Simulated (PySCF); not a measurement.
# Changing the system itself: CaGa

How does CaGa answer to another spin, charge, distance or environment?

Computed with PySCF 2.14.0. Level: each script names its method and basis.

4 further runs of the same task are left out: 4 that didn't finish.

### Step 1. Where the work starts

CaGa: 2 atoms, charge 0, spin multiplicity 2.

No contacts short enough for the rule that draws bonds.

### Step 2. The run that the others are compared with

input.py reads:

```python
from pyscf import gto, scf

mol = gto.M(
    atom='Ca 0 0 0; Ga 0 0 3.214',
    basis='pcseg-1',
    charge=0,
    spin=1,
    symmetry=True,
    verbose=4,
)
mf = scf.UHF(mol)
mf.kernel()
mf.dip_moment()
print('orbital energies (hartree):', [e[max(0, n-3):n+3].round(4) for e, n in zip(mf.mo_energy, mol.nelec)])
```

Started as:

```bash
$ OMP_NUM_THREADS=1 python input.py
```

The log of this run is left out.

Base result: E(SCF) = -2599.589856 Eh, 15 cycles, ⟨S²⟩ = 1.784, μ = 5.26 D.

⟨S²⟩ = 1.78 against 0.75 for a pure state: the determinant is spin-contaminated. The bond length is a typed value, not an optimised one.

### Step 3. Charge +2

Run 1 changes charge: 0 → 2.

input.py reads:

```python
from pyscf import gto, scf

mol = gto.M(
    atom='Ca 0 0 0; Ga 0 0 3.214',
    basis='pcseg-1',
    charge=2,
    spin=1,
    symmetry=True,
    verbose=4,
)
mf = scf.UHF(mol)
mf.kernel()
mf.dip_moment()
print('orbital energies (hartree):', [e[max(0, n-3):n+3].round(4) for e, n in zip(mf.mo_energy, mol.nelec)])
```

Started as:

```bash
$ OMP_NUM_THREADS=1 python input.py
```

### Step 4. Bond 2.828 Å

Run 2 changes bond length: 3.214 Å → 2.828 Å.

input.py, as its differences from that of step 2:

```diff
@@ -3,3 +3,3 @@
 mol = gto.M(
-    atom='Ca 0 0 0; Ga 0 0 3.214',
+    atom='Ca 0 0 0; Ga 0 0 2.828',
     basis='pcseg-1',
```

### Step 5. Bond 2.989 Å

Run 3 changes bond length: 3.214 Å → 2.989 Å.

input.py, as its differences from that of step 2:

```diff
@@ -3,3 +3,3 @@
 mol = gto.M(
-    atom='Ca 0 0 0; Ga 0 0 3.214',
+    atom='Ca 0 0 0; Ga 0 0 2.989',
     basis='pcseg-1',
```

### Step 6. Charge -1 (triplet)

Run 4 changes charge: 0 → -1; spin (2S): 1 → 2.

input.py, as its differences from that of step 2:

```diff
@@ -5,4 +5,4 @@
     basis='pcseg-1',
-    charge=0,
-    spin=1,
+    charge=-1,
+    spin=2,
     symmetry=True,
```

**Question.** What will these runs give? Wanted: for each run, E(SCF); from base; gap, α spin; SCF dipole.

**Answer**, as computed:

```csv
run,E(SCF) (hartree),from base (eV),cycles,"gap, α spin (eV)",SCF dipole (D)
base,-2599.589856,0,15,4.39,5.26
charge +2,-2599.096660,+13.4206,12,7.22,n/a
bond 2.828 Å,-2599.597594,-0.2105,15,5.24,3.19
bond 2.989 Å,-2599.596051,-0.1686,15,4.88,4.00
charge -1 (triplet),-2599.629221,-1.0712,17,5.12,n/a
```

The largest comparable shift of the SCF energy, -0.211 eV, comes with the run “bond 2.828 Å”. At the SCF level, adding an electron (to the triplet) releases 1.07 eV at fixed geometry.
